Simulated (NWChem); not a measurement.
# BBrF2 (SMILES FB(F)Br): levels of theory compared

Aim: a comparison of 5 runs (HF/STO-3G, HF/3-21G, B3LYP/6-31G*, M06-2X/aug-cc-pVDZ) of BBrF2. 

The results are computed with NWChem 7.3.0.

41 further runs of the same task are left out: 2 that didn't finish, 39 set aside as unsound or not needed.

**1. The system as given**

BBrF2 has 4 atoms, charge 0, and is taken as a singlet. SMILES: `FB(F)Br`. The B2–Br4 distance was set to 3.425 Å, away from the relaxed value. At this shape a bond of the SMILES string is far longer than usual.

Bond lengths: F1–B2 1.309 Å, B2–F3 1.309 Å. Angles: F1–B2–F3 119.2°. A long bond or contact: B2–Br4 3.425 Å.

**2. A single-point energy at HF/STO-3G (run 1)**

Input file bbrf2.nw:

```
START bbrf2
memory total 2200 mb

GEOMETRY units angstrom noautosym nocenter noautoz
  F    -1.562769   -2.033286   -0.349591
  B    -1.475059   -0.730126   -0.262491
  F    -2.559539   -0.007166   -0.383971
  Br    1.556010    0.770190    0.276890
END

BASIS spherical bse
  * library STO-3G
END

SCF
  thresh 1e-08
  maxiter 80
END

TASK scf energy
```

Run with:

```console
$ nwchem bbrf2.nw > bbrf2.out
```

Standard output:

```text
[...]
  functions       =    33
[...]
  wavefunction    = RHF
[...]
         Total SCF energy =  -2765.014882580720
      One-electron energy =  -4195.715385581276
      Two-electron energy =   1269.671933784012
 Nuclear repulsion energy =    161.028569216544
        Time for solution =      2.2s
[...]
```

It took 2.8 s on 1 thread of Intel Xeon at 2.60GHz (Ice Lake), shared host; peak memory 0.099 GiB.

**3. A single-point energy at HF/3-21G (run 2)**

Input file mymol.nw:

```
start mymol
title "BBrF2"
memory 2200 mb
charge 0
geometry noautosym nocenter noautoz
   F    -1.562769   -2.033286   -0.349591
   B    -1.475059   -0.730126   -0.262491
   F    -2.559539   -0.007166   -0.383971
   Br    1.556010    0.770190    0.276890
end
basis spherical bse
   * library 3-21G
end
scf
   thresh 1e-08
   maxiter 80
   print medium
end
task scf energy
```

Run with:

```console
$ nwchem mymol.nw > mymol.out
```

Standard output:

```text
[...]
  functions       =    49
[...]
  wavefunction    = RHF
[...]
         Total SCF energy =  -2782.389958182266
      One-electron energy =  -4201.048306590289
      Two-electron energy =   1257.629779191479
 Nuclear repulsion energy =    161.028569216544
        Time for solution =      2.4s
[...]
```

It took 3.3 s on 1 thread of Intel Xeon at 2.60GHz (Ice Lake), shared host; peak memory 0.097 GiB.

Run 3 isn't shown in full; the table further down has it.

**4. A single-point energy at B3LYP/6-31G(d) (Cartesian functions) (run 4)**

Input file bbrf2.nw:

```
START bbrf2
TITLE "BBrF2 B3LYP"
memory total 2200 mb

GEOMETRY noautosym nocenter noautoz
  F     -1.562769    -2.033286    -0.349591
  B     -1.475059    -0.730126    -0.262491
  F     -2.559539    -0.007166    -0.383971
  Br     1.556010     0.770190     0.276890
END

BASIS
  * library 6-31G*
END

DFT
  xc b3lyp
  grid xfine
  convergence energy 1e-08
  iterations 100
  mulliken
  print medium
END

TASK dft energy
```

Run with:

```console
$ nwchem bbrf2.nw > bbrf2.out
```

Standard output:

```text
[...]
          Wavefunction type:  closed shell.
          No. of atoms     :     4
          No. of electrons :    58
[...]
          Charge           :     0
          Spin multiplicity:     1
[...]
          AO basis - number of functions:    80
[...]
              XC Information
              --------------
                         B3LYP Method XC Potential
                     Hartree-Fock (Exact) Exchange  0.200
                        Slater Exchange Functional  0.800 local
                    Becke 1988 Exchange Functional  0.720 non-local
              Lee-Yang-Parr Correlation Functional  0.810
                  VWN I RPA Correlation Functional  0.190 local
[...]
 d= 0,ls=0.0,diis     1  -2798.1952562753 -2.96D+03  4.86D-02  2.28D+00     2.0
[...]
 d= 0,ls=0.0,diis    13  -2798.4218397120 -2.35D-10  4.19D-07  8.27D-10    19.2
         Total DFT energy =    -2798.421839711959
      One electron energy =    -4213.590670332925
           Coulomb energy =     1370.314613430393
    Exchange-Corr. energy =     -116.174352025972
 Nuclear repulsion energy =      161.028569216544
[...]
      Total Density - Mulliken Population Analysis
     ---------------------------------------------
    Atom       Charge   Shell Charges
 -----------   ------   -------------------------------------------------------
    1 F    9     9.13   1.99  0.97  3.31  0.86  1.91  0.08
    2 B    5     4.41   1.99  0.51  1.15  0.35  0.29  0.12
    3 F    9     9.13   1.99  0.97  3.31  0.86  1.91  0.08
    4 Br  35    35.34   2.00  1.99  6.00  1.93  5.99  1.66  3.65  0.39  1.70  7.02  2.95  0.07
[...]
```

Wall time 20 s (1 thread of Intel Xeon at 2.60GHz (Ice Lake), shared host); peak memory 0.12 GiB.

**5. A single-point energy at M06-2X/aug-cc-pVDZ (run 5)**

Input file run.py:

```python
from ase import Atoms
from ase.calculators.nwchem import NWChem

molecule = Atoms(['F', 'B', 'F', 'Br'], positions=[
    [-1.562769, -2.033286, -0.349591],
    [-1.475059, -0.730126, -0.262491],
    [-2.559539, -0.007166, -0.383971],
    [1.556010, 0.770190, 0.276890],
])

calc = NWChem(
    label='bbrf2',
    theory='dft',
    memory='2200 mb',
    basis='aug-cc-pVDZ',
    basispar='spherical bse',
    dft={'xc': 'm06-2x', 'mult': '1', 'grid': 'fine', 'convergence': 'energy 1e-08', 'iterations': '100', 'mulliken': None},
    task='energy',
)
molecule.calc = calc

e = molecule.get_potential_energy()
print(f"E = {e:.6f} eV")
print("dipole (e A):", molecule.get_dipole_moment().round(4))
```

Run with:

```console
$ export ASE_NWCHEM_COMMAND="nwchem PREFIX.nwi > PREFIX.nwo"
$ python run.py
```

Standard output:

```text
E = -76155.288800 eV
dipole (e A): [-0.8207 -0.4062 -0.146 ]
```

The calculator wrote bbrf2.nwi:

```
title "bbrf2"

permanent_dir bbrf2

scratch_dir bbrf2

start bbrf2

geometry units angstrom nocenter noautosym noautoz
  F  -1.5627690000000001e+00 -2.0332859999999999e+00 -3.4959099999999999e-01
  B  -1.4750589999999999e+00 -7.3012600000000005e-01 -2.6249099999999997e-01
  F  -2.5595390000000000e+00 -7.1659999999999996e-03 -3.8397100000000001e-01
  Br 1.5560099999999999e+00 7.7019000000000004e-01 2.7689000000000002e-01
end

memory 2200 mb

basis spherical bse noprint
   * library aug-cc-pVDZ
end

dft
  xc m06-2x
  mult 1
  grid fine
  convergence energy 1e-08
  iterations 100
  mulliken
end

task dft energy
```

bbrf2.nwo:

```text
Northwest Computational Chemistry Package (NWChem) 7.3.0
             --------------------------------------------------------

           Job information
           ---------------

    nwchem branch   = 7.3.0
    use scalapack   = T
    input           = bbrf2.nwi
    prefix          = bbrf2.
    data base       = bbrf2/bbrf2.db
    status          = startup
    nproc           =        1

           Memory information
           ------------------

    heap     =     72089598 doubles =      550.0 Mbytes
    stack    =     72089595 doubles =      550.0 Mbytes
    global   =    144179200 doubles =     1100.0 Mbytes (distinct from heap & stack)
    total    =    288358393 doubles =     2200.0 Mbytes
    verify   = yes
    hardfail = no

[... 87 lines left out ...]
  convergence criterion.
[... 18 lines left out ...]
          Convergence on density requested:  1.00D-05
[... 23 lines left out ...]
          Convergence Information
[... 57 lines left out ...]
   convergence    iter        energy       DeltaE   RMS-Dens  Diis-err    time
[... 17 lines left out ...]
           Coulomb energy =     1369.905114575213
[... 7 lines left out ...]
                       DFT Final Molecular Orbital Analysis
[... 762 lines left out ...]
 center of mass
 --------------
 x =   0.43671890 y =   0.21616466 z =   0.07771188

 moments of inertia (a.u.)
 ------------------
         506.817659140465        -589.009194050107        -237.546394810961
        -589.009194050107        1404.185556021560        -114.641889537069
        -237.546394810961        -114.641889537069        1826.794303585096

     Multipole analysis of the density
     ---------------------------------

     L   x y z        total         alpha         beta         nuclear
     -   - - -        -----         -----         ----         -------
     0   0 0 0     -0.000000    -29.000000    -29.000000     58.000000

     1   1 0 0     -1.550876    -10.209217    -10.209217     18.867559
[... 8 lines of this table left out ...]
     2   0 0 2    -25.207070    -22.343110    -22.343110     19.479151

 Task  times  cpu:      171.5s     wall:      171.5s
 Total times  cpu:      171.5s     wall:      171.5s
```

Wall time 2.9 min (1 thread of Intel Xeon at 2.60GHz (Ice Lake), shared host); peak memory 0.11 GiB.

**6. All runs side by side**

| run | level | iteration cap | module | energy (Eh) | dipole moment (D) | HOMO energy (eV) | LUMO energy (eV) | wall time |
| --- | --- | --- | --- | --- | --- | --- | --- | --- |
| 1 | HF/STO-3G | 80 | scf | -2765.014883 | 5.33 | -5.45 | 1.09 | 2.8 s |
| 2 | HF/3-21G | 80 | scf | -2782.389958 | 4.18 | -9.67 | -2.22 | 3.3 s |
| 3 | B3LYP/6-31G* (spherical functions) | 100 | dft | -2798.410144 | 4.47 | -7.26 | -5.31 | 19 s |
| 4 | B3LYP/6-31G* (Cartesian functions) | 100 | dft | -2798.421840 | 4.45 | -7.27 | -5.31 | 20 s |
| 5 | M06-2X/aug-cc-pVDZ | 100 | dft | -2798.655266 | 4.45 | -8.85 | -4.77 | 2.9 min |

**7. Summary of results**

```
            quantity           value
 run 5: total energy  -2798.65527 Eh
run 5: dipole moment          4.45 D
  run 5: HOMO energy        -8.85 eV
  run 5: LUMO energy        -4.77 eV
run 5: HOMO–LUMO gap         4.07 eV
```

What this shows: The dipole moment (its size) runs from 4.18 D (HF/3-21G) to 5.33 D (HF/STO-3G). The HOMO–LUMO gap runs from 1.96 eV (B3LYP/6-31G*) to 7.45 eV (HF/3-21G). The two ends differ in method and basis. Totals of different functionals can't be ranked against each other. In run 1 the basis is minimal, so the values are rough. In all runs a closed-shell determinant meets a far-stretched bond; if it breaks into open shells, such a determinant describes it badly, and no broken-symmetry solution was shown. All runs together took 3.6 min, the longest 2.9 min.
